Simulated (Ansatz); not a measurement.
# CuSnF6: the cost of one run

Program: Ansatz 0.2.0. Level of theory: DFT PBEsol+U (U_eff = 4 eV on Cu d), plane waves, PAW. These are calculated values, not measurements.

### 1 The structure to begin with

It takes space group P-1 (No. 2, triclinic). Conventional cell: a = 5.105 Å, b = 5.169 Å, c = 5.435 Å, α = 62.46°, β = 89.83°, γ = 61.62°. Around Cu (site symmetry -1) lie 6 F at 1.94 to 2.17 Å. Sn (site symmetry -1) has 6 F at 1.93 to 1.98 Å as nearest neighbours. F (site symmetry 1) has 1 Cu at 1.95 Å and 1 Sn at 1.97 Å as nearest neighbours. F (site symmetry 1) is surrounded by 1 Sn at 1.93 Å and 1 Cu at 2.17 Å. F (site symmetry 1) is surrounded by 1 Cu at 1.94 Å and 1 Sn at 1.98 Å.

Cell or atoms stand a little off a more symmetric structure (R-3 at a tolerance of 0.3 Å), so results at this geometry aren't those of that ideal crystal.

Structure file:

```xyz
8
Lattice="5.1050 0.0000 0.0000 2.4568 4.5482 0.0000 0.0160 2.8471 4.6294" Properties=species:S:1:pos:R:3 pbc="T T T"
Cu    0.0000    0.0000    0.0000
Sn    2.5605    1.4235    2.3147
F     1.5751    2.6891    3.4628
F     6.0027    4.7063    1.1666
F     4.4255    4.5043    3.4119
F     3.1523    2.8910    1.2175
F     0.9630    1.2303    1.1574
F     6.6148    6.1650    3.4721
```

An earlier series on this cell reached its lowest free state from «ferromagnetic start, free, natural orbitals of the symmetric run filled by rank», perhaps among other starts.

### 2 Spin-orbit coupling, direction held

input.yaml

```yaml
crystal:
  lattice:
    - [5.10500033, 0.0, 0.0]
    - [2.45680522, 4.54821919, 0.0]
    - [0.01600588, 2.84709021, 4.62943588]
  atoms:
    - { symbol: Cu, position: [0.0, 0.0, 0.0], spin: 1.0, spin_axis: [0.0, 0.0, 1.0] }
    - { symbol: Sn, position: [0.5, 0.0, 0.5] }
    - { symbol: F, position: [0.247, 0.123, 0.748] }
    - { symbol: F, position: [0.753, 0.877, 0.252] }
    - { symbol: F, position: [0.61, 0.529, 0.737] }
    - { symbol: F, position: [0.39, 0.471, 0.263] }
    - { symbol: F, position: [0.133, 0.114, 0.25] }
    - { symbol: F, position: [0.867, 0.886, 0.75] }
basis:
  ecutwfc: 420
  ecutrho_ratio: 4
kpoints:
  mp_grid: { grid: [5, 5, 4] }
hamiltonian:
  xc: pbesol
  hubbard:
    sites:
      - { site: 0, l: d, u_eff: 4.0, starting_ns: [{ occupation_matrix: s0 }] }
    occupation_matrices:
      s0:
        spinor_matrix:
          - [[0.97, 0.0], [0.0, 0.0], [0.0, 0.0], [0.0, 0.0], [0.0, 0.0], [0.0, 0.0], [0.0, 0.0], [0.0, 0.0], [0.0, 0.0], [0.0, 0.0]]
          - [[0.0, 0.0], [0.97, 0.0], [0.0, 0.0], [0.0, 0.0], [0.0, 0.0], [0.0, 0.0], [0.0, 0.0], [0.0, 0.0], [0.0, 0.0], [0.0, 0.0]]
          - [[0.0, 0.0], [0.0, 0.0], [0.97, 0.0], [0.0, 0.0], [0.0, 0.0], [0.0, 0.0], [0.0, 0.0], [0.0, 0.0], [0.0, 0.0], [0.0, 0.0]]
          - [[0.0, 0.0], [0.0, 0.0], [0.0, 0.0], [0.97, 0.0], [0.0, 0.0], [0.0, 0.0], [0.0, 0.0], [0.0, 0.0], [0.0, 0.0], [0.0, 0.0]]
          - [[0.0, 0.0], [0.0, 0.0], [0.0, 0.0], [0.0, 0.0], [0.97, 0.0], [0.0, 0.0], [0.0, 0.0], [0.0, 0.0], [0.0, 0.0], [0.0, 0.0]]
          - [[0.0, 0.0], [0.0, 0.0], [0.0, 0.0], [0.0, 0.0], [0.0, 0.0], [0.97, 0.0], [-0.00074, 0.0], [-0.0003, 0.0], [-0.00033, 0.0], [0.00039, 0.0]]
          - [[0.0, 0.0], [0.0, 0.0], [0.0, 0.0], [0.0, 0.0], [0.0, 0.0], [-0.00074, 0.0], [0.38882, 0.0], [-0.23485, 0.0], [-0.25492, 0.0], [0.30694, 0.0]]
          - [[0.0, 0.0], [0.0, 0.0], [0.0, 0.0], [0.0, 0.0], [0.0, 0.0], [-0.0003, 0.0], [-0.23485, 0.0], [0.8751, 0.0], [-0.10301, 0.0], [0.12403, 0.0]]
          - [[0.0, 0.0], [0.0, 0.0], [0.0, 0.0], [0.0, 0.0], [0.0, 0.0], [-0.00033, 0.0], [-0.25492, 0.0], [-0.10301, 0.0], [0.85819, 0.0], [0.13463, 0.0]]
          - [[0.0, 0.0], [0.0, 0.0], [0.0, 0.0], [0.0, 0.0], [0.0, 0.0], [0.00039, 0.0], [0.30694, 0.0], [0.12403, 0.0], [0.13463, 0.0], [0.80789, 0.0]]
    ns_hold: { iters: 8 }
scf:
  occupations: { method: gaussian, width: 0.05 }
  lower_state_search: "off"
  max_iter: 150
output:
  forces: true
  stress: true
  eigenvalues: true
  populations: true
  hubbard: { sites: [{ site: 0, l: d }] }
magnetization:
  noncollinear: true
  spin_orbit: true
  spin_locking: { lock_directions: true }
```

The typed matrices put 0.97 on the chosen orbitals and 0.02 on the others, and are held for 8 cycles. The lock stays on to the end, so the result is a constrained state. This run includes spin–orbit coupling.

Command:

```
$ ansatz run input.yaml --threads 4 --pin off --max-ram 6144MiB --backend cpu --events-out ev --progress --plain --runs-dir out
```

Q: Estimate wall time and peak memory on 4 threads of Intel Xeon at 2.70GHz, shared host.

About 2.7 min, with a peak of 1.9 GiB.
